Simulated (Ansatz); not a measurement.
# C2H2OZn: one species, many methods

Aim: compute C2H2OZn with functionals from several rungs and with coupled cluster. The yardstick is the atomisation energy at the CCSD(T) limit.

The runs use Ansatz 0.2.0, Gaussian basis; functionals in def2-TZVPP, the program's frozen cores in correlated methods.

The runs, in order: LDA (SPW92), PBE-D4, revPBE-D4, BLYP-D4, r2SCAN-D4, B97M-V, PBE0-D4, B3LYP-D4, r2SCANh-D4, r2SCAN0-D4, HSE06-D4, BHLYP-D4, CAM-B3LYP-D4, LC-ωPBE, ωB97X-V, ωB97M-V, B2PLYP, PBE-QIDH; CCSD(T)/def2-SVP; CCSD(T)/def2-TZVPP; MP2/def2-QZVPP; extrapolation to the limit; RPA on PBE.

## Step 1: Structure used throughout

The geometry comes from an earlier relaxation with PBE0-D4 in a triple-zeta def2 set; it is a stationary point.

SMILES `C1=[CH][Zn][O]1`, 6 atoms, charge 0, spin multiplicity 1.

Atoms are counted from 1 here; the program's logs count them from 0.

Bond lengths: C1–C2 1.353 Å, C1–O4 1.312 Å, C1–H5 1.099 Å, C2–Zn3 1.957 Å, C2–H6 1.077 Å, Zn3–O4 2.022 Å. Angles: C2–C1–O4 124.0°, C2–C1–H5 120.1°, O4–C1–H5 115.9°, C1–C2–Zn3 82.6°, C1–C2–H6 131.2°, Zn3–C2–H6 146.2°, C2–Zn3–O4 72.5°, C1–O4–Zn3 81.0°.

## Step 2: LDA

This LDA is Slater exchange with PW92 correlation.

in.yaml

```yaml
crystal:
  periodic: [false, false, false]
  atoms:
    - {symbol: C, position_ang: [-0.277622, 0.184763, -0.472273]}
    - {symbol: C, position_ang: [0.315963, 0.208609, 0.743780]}
    - {symbol: Zn, position_ang: [0.648527, -1.676862, 0.337298]}
    - {symbol: O, position_ang: [-0.350494, -0.882898, -1.231536]}
    - {symbol: H, position_ang: [-0.736652, 1.096353, -0.879860]}
    - {symbol: H, position_ang: [0.442279, 1.005935, 1.456392]}
basis:
  gaussian: {orbitals: def2-TZVPP}
hamiltonian: {xc: lda}
output: {orbitals: {seedname: orbitals}}
```

Run with:

```bash
$ ansatz run in.yaml --threads 2 --pin off --events-out ev --progress --plain --max-ram 4352MiB
```

Further steps of the session: PBE-D4 (GGA); revPBE-D4 (GGA); BLYP-D4 (GGA); r2SCAN-D4 (meta-GGA); B97M-V (meta-GGA); PBE0-D4 (hybrid); B3LYP-D4 (hybrid); r2SCANh-D4 (hybrid); r2SCAN0-D4 (hybrid); HSE06-D4 (hybrid); BHLYP-D4 (hybrid); CAM-B3LYP-D4 (range-separated); LC-ωPBE (range-separated); ωB97X-V (range-separated); ωB97M-V (range-separated); B2PLYP (double hybrid); PBE-QIDH (double hybrid); CCSD(T) in def2-SVP; CCSD(T) in def2-TZVPP; MP2 in def2-QZVPP; RPA on PBE orbitals.

**Question.** What will the summary of the whole plan be? Wanted: atomisation energy, CCSD(T)/CBS; farthest beyond LDA; mean size of error, GGA; mean size of error, meta-GGA; mean size of error, hybrid; mean size of error, range-separated; mean size of error, double hybrid; gap, smallest and largest; T1 diagnostic.

**Answer**, as computed:

| quantity | value |
| --- | --- |
| atomisation energy, CCSD(T)/CBS | 21.752 eV |
| functionals within 0.109 eV (0.5 %) | B97M-V, r2SCANh-D4, CAM-B3LYP-D4, ωB97X-V, ωB97M-V, PBE-QIDH |
| farthest beyond LDA | BHLYP-D4 (-1.397 eV) |
| mean size of error, GGA | 0.584 eV |
| mean size of error, meta-GGA | 0.255 eV |
| mean size of error, hybrid | 0.441 eV |
| mean size of error, range-separated | 0.067 eV |
| mean size of error, double hybrid | 0.119 eV |
| gap, smallest and largest | 1.04 eV (BLYP-D4), 7.34 eV (LC-ωPBE) |
| T1 diagnostic | 0.0236 |
| triples share of the correlation energy | 4.3 % |

LDA overbinds by 4.618 eV (21 %). PBE-D4 misses by +1.216 eV. Double hybrids carry the basis error of their MP2 part in triple zeta, and no dispersion term here, so their miss is partly the set-up's. By mean error the best rung here is range-separated (0.067 eV) and the worst beyond LDA is GGA (0.584 eV). The gap between the best rungs is small, so their order is not settled. The reference freezes the cores and leaves out relativity and excitations past (T), so misses under about 0.109 eV can't be ranked. Hartree-Fock recovers 64 % of the binding; the rest is correlation. CCSD(T) in def2-SVP is off by -1.233 eV, worse than the median functional, from the basis alone. The gap grows from 1.0 to 7.3 eV across the functionals, mostly with the share of exact exchange. The T1 diagnostic, 0.024, is a little above the customary 0.02. The restricted reference is unstable towards a spin-broken one. For Zn the d shell is correlated and the shells below it are frozen.
